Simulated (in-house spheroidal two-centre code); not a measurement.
**Orbitals of one electron and two point charges (charges 0.8 and 0.8)**

Which orbitals hold the two charges together, and at what distance?

The Schrödinger equation separates in prolate spheroidal coordinates and is solved to numerical exactness by an in-house code (fixed charges, no relativity; hartree and bohr). An orbital is fixed by its nodes in ξ and η and by m, and named after its united-atom limit. The code writes a record and no log. All values are calculated.

**1. The system**

Point charges Z1 = 0.8 and Z2 = 0.8 at distance R, one electron. Orbitals run (a selection, each on a grid of distances scaled to its size): 1sσg, 2sσg, 2pσu, 2pπu, 3sσg, 3pσu, 3dσg, 3pπu, 3dπg, 3dδg, 4pσu, 4dσg, 4fσu, 4pπu, 4dπg, 4fπu, 4dδg, 4fδu, 4fφu, 5gσg, 5gπg.

**2. The orbital 1sσg**

settings

```
Z1 = 0.8
Z2 = 0.8
xi_nodes = 0
eta_nodes = 0
m = 0
```

**3. The orbital 2sσg**

settings

```
Z1 = 0.8
Z2 = 0.8
xi_nodes = 1
eta_nodes = 0
m = 0
```

**4. The orbital 3pπu**

settings

```
Z1 = 0.8
Z2 = 0.8
xi_nodes = 1
eta_nodes = 0
m = 1
```

**5. The orbital 4pσu**

settings

```
Z1 = 0.8
Z2 = 0.8
xi_nodes = 2
eta_nodes = 1
m = 0
```

(Steps that only read results are left out.)

Q: Predict the outcome of this session. Wanted: orbitals with a minimum on the grid; ground orbital.

The runs gave:

```
                                         quantity                                                                                                                                                                                                                                                                                                                                                                                                        value
orbitals with a minimum on the grid (the deepest)  1sσg (1.95 bohr), 2sσg (31.54 bohr), 2pσu (8.44 bohr), 2pπu (7.50 bohr), 3sσg (94.82 bohr), 3pσu (31.77 bohr), 3dσg (10.22 bohr), 3pπu (49.65 bohr), 3dπg (18.85 bohr), 3dδg (16.58 bohr), 4pσu (94.82 bohr), 4dσg (18.17 bohr), 4fσu (23.08 bohr), 4pπu (130.40 bohr), 4dπg (50.81 bohr), 4fπu (21.15 bohr), 4dδg (68.49 bohr), 4fδu (32.65 bohr), 4fφu (29.17 bohr), 5gσg (28.64 bohr), 5gπg (38.36 bohr)
                                   ground orbital                                                                                                                                                                                                                                                                                                                                   minimum at 1.952 bohr, -0.45829 hartree, 3.76 eV under the separated limit
```

The ground orbital binds the charges. Of the 21 orbitals, 21 have a minimum that the grid shows; very shallow wells can escape it. At large R the g and u partners draw together, as the electron can sit on either charge.
